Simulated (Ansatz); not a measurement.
**CH4BCl: interaction energy of a dimer with the counterpoise correction from a Python script**

How strongly do two molecules of CH4BCl bind, and how much of that is basis error? The task is the interaction energy of a dimer with the counterpoise correction, for CH4BCl. SMILES: CBCl.

Program: Ansatz 0.2.0, driven from Python. Level of theory: MP2/def2-SVPD. These are calculated values, not measurements.

### Step 1. The structure

Bond lengths: C1–B2 1.520 Å, B2–Cl3 1.826 Å, C1–H4 1.054 Å, C1–H5 1.157 Å, C1–H6 1.144 Å, B2–H7 1.201 Å. Angles: C1–B2–Cl3 118.8°, C1–B2–H7 121.5°, Cl3–B2–H7 119.7°, B2–C1–H4 111.3°, B2–C1–H5 111.5°, B2–C1–H6 112.7°, H4–C1–H5 106.5°, H4–C1–H6 109.3°, H5–C1–H6 105.2°.

No structure file is read: the coordinates are typed or built in the script.

### Step 2. The script

Input file ch4bcl_dimer.py:

```python
'''Interaction energy of two CH4BCl molecules, with the counterpoise correction.'''

import ansatz

FIRST = [
    ('C', (-0.5974, 0.3274, -0.1189)),
    ('B', (0.7604, -0.343, 0.0095)),
    ('Cl', (1.0498, -1.4847, 1.4047)),
    ('H', (-1.3669, -0.3849, -0.23)),
    ('H', (-0.6467, 1.0117, -1.05)),
    ('H', (-0.8388, 1.0094, 0.7667)),
    ('H', (1.6399, -0.136, -0.7821)),
]
SECOND = [
    ('C', (4.9093, -4.7743, -0.3469)),
    ('B', (3.5664, -4.1241, -0.6356)),
    ('Cl', (3.2653, -2.4245, -0.0401)),
    ('H', (5.7003, -4.2267, -0.7785)),
    ('H', (4.9685, -5.841, -0.79)),
    ('H', (5.1058, -4.9039, 0.7721)),
    ('H', (2.7059, -4.7033, -1.2416)),
]

def energy(atoms, ghosts=()):
    molecule = ansatz.Crystal.molecule()
    for symbol, xyz in atoms:
        molecule = molecule.atom(symbol, xyz)
    calc = (
        molecule.calculation()
        .basis(gaussian='def2-SVPD')
        .correlation('MP2')
    )
    deck = calc.input()
    if ghosts:
        deck = deck.set(ansatz.key.basis.gaussian.ghost_atoms, [{'symbol': s, 'position_ang': list(xyz)} for s, xyz in ghosts])
    return ansatz.Session.from_dict(deck).plan().execute().report['free_energy_ev']

# monomers in their own basis and in the basis of the dimer
both = energy(FIRST + SECOND)
alone = energy(FIRST) + energy(SECOND)
ghosted = energy(FIRST, SECOND) + energy(SECOND, FIRST)
print(f'dimer {both:.6f} eV')
print(f'interaction, uncorrected   {(both - alone):8.3f} eV')
print(f'interaction, counterpoise  {(both - ghosted):8.3f} eV')
print(f'basis-set superposition    {(alone - ghosted):8.3f} eV')
```

### Step 3. Running it

Launch:

```console
$ python ch4bcl_dimer.py
```

The program printed:

```text
dimer -28550.727729 eV
interaction, uncorrected      0.324 eV
interaction, counterpoise     0.450 eV
basis-set superposition       0.126 eV
```

Run time: 8.2 s. Hardware: 1 thread of AMD EPYC 9R45 (Zen 5), shared host; peak memory 0.58 GiB.

Lines on the test bed's own set-up are left out of the output.

### Step 4. The engine's runs

From the records of these 5 runs:

```csv
run,system,ghost atoms,energy (eV),iterations in all,CPU time (s)
1,C2H8B2Cl2,not set,-28550.7277,14,3.2
2,CH4BCl,not set,-14275.5258,11,0.4
3,CH4BCl,not set,-14275.5258,11,0.4
4,CH4BCl,a list of 7,-14275.5798,12,2
5,CH4BCl,a list of 7,-14275.5977,12,2
```

Totals carry meaning only in balanced differences at one level of theory.

### Step 5. What came out

```
                        quantity     value
 interaction energy, uncorrected  0.324 eV
interaction energy, counterpoise  0.450 eV
                   runs compared         5
```

In words: The pair is unbound at this geometry and level. Uncorrected it is 0.324 eV, with the counterpoise correction 0.450 eV; the difference, 0.13 eV, is the superposition error. The pose is repulsive. The dimer is a generated trial pose of unrelaxed monomers, not a minimum, so the figure is no binding energy, and the basis set is small.
